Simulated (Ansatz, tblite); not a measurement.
**Sn(SiH3)4 (Si₄SnH₁₂): charged states by level of theory**

One table from this session's results is given with a row withheld; the runs are named, their logs left out.

The runs use Ansatz 0.2.0, Gaussian basis; as each input shows.

Levels to be run: charge +1 doublet, at the geometry of the singlet (PBE0-D4/def2-TZVP, PBE-D4/def2-TZVP, PBE-QIDH/def2-TZVP, CCSD(T)/def2-SVP); charge -1 doublet, at the geometry of the singlet (PBE0-D4/def2-TZVPD, PBE-D4/def2-TZVPD, PBE-QIDH/def2-TZVPD); the starting singlet's energies come from earlier runs.

3 further runs of the same task are left out: 1 that didn't finish, 2 set aside as unsound or not needed.

## The structure

The singlet was relaxed beforehand with B3LYP-D4/def2-SVP.

17 atoms, charge 0, spin multiplicity 1.

Atoms are counted from 1 here; the program's logs count them from 0.

Bond lengths: Sn1–Si2 2.587 Å, Sn1–Si6 2.587 Å, Sn1–Si10 2.586 Å, Sn1–Si14 2.587 Å, Si2–H3 1.493 Å, Si2–H4 1.493 Å, Si2–H5 1.493 Å, Si6–H7 1.493 Å, Si6–H8 1.493 Å, Si6–H9 1.493 Å, Si10–H11 1.493 Å, Si10–H12 1.493 Å, Si10–H13 1.493 Å, Si14–H15 1.493 Å, Si14–H16 1.493 Å, Si14–H17 1.493 Å. Angles: Si2–Sn1–Si6 109.5°, Si2–Sn1–Si10 109.5°, Si2–Sn1–Si14 109.2°, Si6–Sn1–Si10 109.8°, Si6–Sn1–Si14 109.0°, Si10–Sn1–Si14 109.8°, Sn1–Si2–H3 110.2°, Sn1–Si2–H4 110.3°, Sn1–Si2–H5 110.3°, H3–Si2–H4 108.7°, H3–Si2–H5 108.7°, H4–Si2–H5 108.7°, Sn1–Si6–H7 110.0°, Sn1–Si6–H8 110.4°, Sn1–Si6–H9 110.4°, H7–Si6–H8 108.7°, H7–Si6–H9 108.7°, H8–Si6–H9 108.7° and more.

Sn takes a core potential in the def2 sets. No spin-orbit coupling is included.

Set-up of the first run:

File in.yaml:

```yaml
crystal:
  periodic: [false, false, false]
  atoms:
    - {symbol: Sn, position_ang: [-0.002380, 0.008481, -0.003305]}
    - {symbol: Si, position_ang: [-0.003914, -0.017719, 2.583312]}
    - {symbol: H, position_ang: [0.600710, -1.287285, 3.086302]}
    - {symbol: H, position_ang: [-1.401220, 0.083786, 3.100552]}
    - {symbol: H, position_ang: [0.787358, 1.132019, 3.114550]}
    - {symbol: Si, position_ang: [2.436615, 0.003063, -0.864598]}
    - {symbol: H, position_ang: [3.119783, -1.260542, -0.455867]}
    - {symbol: H, position_ang: [3.191291, 1.159890, -0.296841]}
    - {symbol: H, position_ang: [2.462537, 0.099570, -2.354654]}
    - {symbol: Si, position_ang: [-1.224528, 2.126509, -0.844888]}
    - {symbol: H, position_ang: [-0.529553, 3.354594, -0.355959]}
    - {symbol: H, position_ang: [-2.631329, 2.141921, -0.343958]}
    - {symbol: H, position_ang: [-1.247767, 2.152181, -2.337842]}
    - {symbol: Si, position_ang: [-1.210142, -2.105645, -0.876772]}
    - {symbol: H, position_ang: [-0.467890, -3.328740, -0.448262]}
    - {symbol: H, position_ang: [-1.280158, -2.087329, -2.368417]}
    - {symbol: H, position_ang: [-2.599424, -2.174764, -0.333333]}
basis:
  gaussian: {orbitals: def2-TZVP}
total_charge: 1
magnetization: {spin_polarized: true, initial_magnetization: 1}
hamiltonian: {xc: pbe0, dispersion: d4}
scf: {omitted_lower_state_checks: [starts]}
output: {orbitals: {seedname: orbitals}}
```

Command:

```console
$ ansatz run in.yaml --threads 2 --pin off --events-out ev --progress --plain --max-ram 31744MiB --backend cpu
```

Among the steps run: Charge +1 doublet at the fixed geometry, PBE0-D4/def2-TZVP; Charge +1 doublet at the fixed geometry, PBE-D4/def2-TZVP; Charge +1 doublet at the fixed geometry, PBE-QIDH/def2-TZVP; Charge +1 doublet at the fixed geometry, CCSD(T)/def2-SVP.

One of the session's tables, all rows but one given; the rest of the session is left out.

It belongs to the step «Vertical ionisation energy». 

| method | vertical ionisation energy (eV) |
| --- | --- |
| HF/def2-SVP | ? |
| PBE-D4/def2-TZVP | 8.83 |
| PBE0-D4/def2-TZVP | 9.09 |
| PBE-QIDH/def2-TZVP | 9.29 |
| MP2/def2-SVP | 9.25 |
| CCSD/def2-SVP | 9.19 |
| CCSD(T)/def2-SVP | 9.19 |

Estimate the missing values for HF/def2-SVP.

**Answer.** vertical ionisation energy (eV): 8.70. In the column «vertical ionisation energy (eV)» it is the lowest.
